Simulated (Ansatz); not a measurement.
# Ru: the cost of one run

Method: DFT PBEsol, scalar-relativistic, in Ansatz 0.2.0.

### 1 The system as given

The structure is hexagonal, space group P6_3/mmc (No. 194). The conventional cell has a = 2.706 Å, b = 2.706 Å, c = 4.282 Å, α = 90.00°, β = 90.00°, γ = 120.00°. Around Ru (site symmetry -6m2) lie 12 Ru at 2.65 to 2.71 Å.

Coordinates:

```
Ru
1.0
     2.70580    0.00000    0.00000
    -1.35290    2.34329    0.00000
     0.00000    0.00000    4.28190
Ru
2
Cartesian
  0.0000 1.5622 1.0705
  1.3529 0.7811 3.2114
```

Atoms are numbered in the order of the input: Ru1, Ru2.

### 2 Volume × 0.96, LAPW

File input.yaml:

```yaml
crystal:
  lattice:
    - [2.6692299955, 0.0, 0.0]
    - [-1.3346149977, 2.3116209847, 0.0]
    - [0.0, 0.0, 4.2240293924]
  atoms:
    - { symbol: Ru, position: [0.3333333333, 0.6666666667, 0.25] }
    - { symbol: Ru, position: [0.6666666667, 0.3333333333, 0.75] }
kpoints:
  mp_grid: { grid: [14, 14, 8] }
  band_path:
    path:
      - [0.0, 0.0, 0.0]
      - [0.5, 0.0, 0.0]
      - [0.3333333333, 0.3333333333, 0.0]
      - [0.0, 0.0, 0.0]
      - [0.0, 0.0, 0.5]
      - [0.5, 0.0, 0.5]
      - [0.3333333333, 0.3333333333, 0.5]
      - [0.0, 0.0, 0.5]
      - [0.5, 0.0, 0.5]
    npoints: 5
scf:
  occupations: { method: fermi_dirac, width: 0.03 }
hamiltonian:
  xc: pbesol
  pseudopotentials: { kind: all_electron, lapw: { basis_error: 0.0005 } }
output:
  forces: true
  stress: true
  eigenvalues: true
```

Run with:

```sh
> ansatz run input.yaml --threads 1 --pin off --max-ram 3072MiB --backend cpu --events-out ev --progress --plain --runs-dir out
```

What time and memory should one allow on 1 thread of Arm Neoverse V2, shared host?

About 46 s, with a peak of 0.54 GiB.
